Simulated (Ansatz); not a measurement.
# Cl2GeHS: the cost of one run

Method: the settings change from run to run; program: Ansatz 0.2.0, Gaussian basis.

**1. The geometry**

The structure was relaxed beforehand with PBE0-D4 in a triple-zeta def2 set.

SMILES `[SH][Ge]([Cl])[Cl]`, 5 atoms, charge 0, spin multiplicity 2.

Atoms are counted from 1 here; the program's logs count them from 0.

Bond lengths: S1–Ge2 2.226 Å, S1–H5 1.345 Å, Ge2–Cl3 2.155 Å, Ge2–Cl4 2.165 Å. Angles: Ge2–S1–H5 92.0°, S1–Ge2–Cl3 105.6°, S1–Ge2–Cl4 110.5°, Cl3–Ge2–Cl4 108.7°.

**2. HSE06/ANO-RCC-VTZP**

Options: atoms shaken by 0.08 Å, a point charge of 0.50 e beside it, D3(BJ) with three-body dispersion, relativity set to scalar.

File in.yaml:

```yaml
crystal:
  periodic: [false, false, false]
  atoms:
    - {symbol: S, position_ang: [0.137436, 1.657936, -0.135127]}
    - {symbol: Ge, position_ang: [-0.168509, -0.462311, 0.737162]}
    - {symbol: Cl, position_ang: [2.019252, -1.111010, 0.940681]}
    - {symbol: Cl, position_ang: [-0.889435, -1.572406, -0.820702]}
    - {symbol: H, position_ang: [-1.299553, 1.618492, -0.446015]}
basis:
  gaussian: {orbitals: ANO-RCC-VTZP, point_charges: [{charge: 0.50, position_ang: [6.059, 0.064, -0.858]}]}
magnetization: {spin_polarized: true, initial_magnetization: 1}
hamiltonian: {xc: {name: HSE06}, dispersion: d3bjatm, pseudopotentials: {relativity: scalar}}
```

Started as:

```console
$ ansatz run in.yaml --threads 4 --pin off --events-out ev --progress --plain --max-ram 10444MiB
```

**Question.** How long does this run take on 4 threads of Arm Neoverse V1, shared host, and how much memory does it need?

About 11 s, with a peak of 0.65 GiB.
